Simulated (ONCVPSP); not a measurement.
# Pseudopotential generation for Os: ONCV, PBE

Task: generate the file, and judge it by its errors in other configurations, its logarithmic derivatives, its ghosts and its cutoff.

The numbers are computed with ONCVPSP 4.0.1 (PBE, scalar-relativistic, spin-unpolarised reference atom).

**1. Starting point**

Typed settings, in words:

| Item | Value |
| --- | --- |
| element | osmium (Os, Z = 76) |
| type | optimised norm-conserving Vanderbilt (ONCV) |
| frozen core | [Kr] 4d10 4f14 |
| valence charge | 16 |
| reference configuration | 5s2 5p6 5d6 6s2 |
| partial waves | 5s+6s: rc 1.55 bohr, ncon 5, nbas 8, qcut 6 1/bohr, 2 projectors; 5p: rc 1.10 bohr, ncon 4, nbas 8, qcut 7.2 1/bohr, 1 projector; 5d: rc 1.80 bohr, ncon 4, nbas 8, qcut 4.6 1/bohr, 2 projectors, debl 0.9 Ha |
| local potential | polynomial inside 1.10 bohr (lpopt 4, dvloc0 0 Ha) |
| core correction | polynomial model core, fcfact 0.5 |

The outer shells as boxes (Hund's rule for the drawing; the calculation is spin-unpolarised):

```
[Kr] core
4d [↑↓][↑↓][↑↓][↑↓][↑↓]
4f [↑↓][↑↓][↑↓][↑↓][↑↓][↑↓][↑↓]
5s [↑↓]
5p [↑↓][↑↓][↑↓]
5d [↑↓][↑ ][↑ ][↑ ][↑ ]
6s [↑↓]
```

**2. Generating the potential**

Contents of Os.dat:

```
# ATOM AND REFERENCE CONFIGURATION
# atsym  z   nc   nv     iexc    psfile
  Os 76.00   10    4        4      upf
#
#   n    l    f
    1    0    2.00
    2    0    2.00
    2    1    6.00
    3    0    2.00
    3    1    6.00
    3    2   10.00
    4    0    2.00
    4    1    6.00
    4    2   10.00
    4    3   14.00
    5    0    2.00
    5    1    6.00
    5    2    6.00
    6    0    2.00
#
# PSEUDOPOTENTIAL AND OPTIMIZATION
# lmax
    2
#
#   l,   rc,      ep,       ncon, nbas, qcut
    0    1.55    0.00    5    8    6.00
    1    1.10    0.00    4    8    7.20
    2    1.80    0.00    4    8    4.60
#
# LOCAL POTENTIAL
# lloc, lpopt,  rc(5),   dvloc0
    4    4    1.10    0.00
#
# VANDERBILT-KLEINMAN-BYLANDER PROJECTORs
# l, nproj, debl
    0    2    1.00
    1    1    3.10
    2    2    0.90
#
# MODEL CORE CHARGE
# icmod, fcfact, rcfact
    1    0.50    0.00
#
# LOG DERIVATIVE ANALYSIS
# epsh1, epsh2, depsh
   -5.00    5.00    0.04
#
# OUTPUT GRID
# rlmax, drl
    6.00    0.01
#
# TEST CONFIGURATIONS
# ncnf
    4
# nvcnf
#   n    l    f
    4
    5    0    2.00
    5    1    6.00
    5    2    6.00
    6    0    1.00
#
    4
    5    0    2.00
    5    1    6.00
    5    2    6.00
    6    0    0.00
#
    4
    5    0    2.00
    5    1    6.00
    5    2    5.00
    6    0    0.00
#
    5
    5    0    2.00
    5    1    6.00
    5    2    6.00
    6    0    0.00
    6    1    2.00
#
```

The run is started by

```
$ oncvpsp.x < Os.dat > Os.out
```

What does the calculation give? Wanted: cutoffs for 1 and 0.1 mHa per electron, occupied waves; bound ghosts; GHOST(+) flags; largest test error; largest phase difference near zero energy, channels read; rms error of d²Exc/dn², without and with the model core.

The runs gave:

| quantity | value |
| --- | --- |
| cutoffs for 1 and 0.1 mHa per electron, occupied waves | 94 Ha and 163 Ha |
| bound ghosts | none found |
| GHOST(+) flags | s at 253 eV, d at 1042 eV |
| largest test error (AE − PS) | +82 meV, for 5s2 5p6 5d6 6s0 6p2 |
| largest phase difference near zero energy, channels read | 0.009 rad |
| rms error of d²Exc/dn², without and with the model core | 6.29 and 1.07 mHa |

**Reading.** By total energies transferability is fair: the largest error is 82 meV on 10.5 eV, for 5s2 5p6 5d6 6s0 6p2. By its cutoff, 94 Ha for the looser tolerance, it is very hard. At the looser tolerance the 5p wave is the slowest; 5s needs 57 Ha. No bound ghost shows below the valence levels. Near zero energy the phases of the channels with partial waves agree within 0.009 rad. The program also flags highly localised states, GHOST(+) (s, d). Note that the frozen 4f shell (-52 eV) lies higher than the valence 5s shell (-92 eV). All of this concerns the isolated atom, not yet a solid.
